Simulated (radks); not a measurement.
# Ionising erbium step by step, Er⁴⁶⁺ to Er⁶⁷⁺

An exercise on one series of results from a longer session: the logs are not shown, and one member is left open.

Method: non-relativistic Kohn-Sham, PBE, spin-polarised, spherical densities, point nucleus; open shells are filled with parallel spins first. Code: radks (a radial shooting solver on a logarithmic mesh, Libxc functionals) version 1.

### The atom as given

* element: erbium (Z = 68)
* charges: 46 to 67
* first configuration: [Ar] 3d4
* last configuration: 1s1

The outer shells:

Er⁴⁶⁺
```
[Ar] core
3d [↑ ][↑ ][↑ ][↑ ][  ]
```

Er⁶⁷⁺
```
1s [↑ ]
```

Set-up of the first run:

Input:

```text
Z 68
configuration [Ar] 3d4
relativity non-relativistic
functional pbe,pbe
spin polarised
nucleus point
```

Among the steps run: Er⁴⁶⁺, [Ar] 3d4.

One table of the session follows, with a row left open; its other results are not shown here.

It belongs to the step «Er⁴⁶⁺, [Ar] 3d4». Radial moments (bohr):

| level | <r> | outermost maximum (interpolated) | 90 % within | nodes |
| --- | --- | --- | --- | --- |
| 2p up | 0.07961 | 0.0627 | 0.128 | 0 |
| 2p down | ? | ? | ? | ? |
| 3s up | 0.2288 | 0.216 | 0.331 | 2 |
| 3s down | 0.2293 | 0.216 | 0.332 | 2 |
| 3p up | 0.2174 | 0.203 | 0.321 | 1 |
| 3p down | 0.2180 | 0.203 | 0.322 | 1 |
| 3d up | 0.1888 | 0.159 | 0.288 | 0 |
| 3d down | 0.1894 | 0.159 | 0.289 | 0 |

Estimate the missing values for 2p down.

As computed: <r>: 0.07951; outermost maximum (interpolated): 0.0626; 90 % within: 0.128; nodes: 0. In the column «<r>» it is the lowest.

To keep in mind: Relativity is left out here, which matters for elements this heavy. Open shells are spherical and high-spin; term and fine-structure splittings are not resolved.
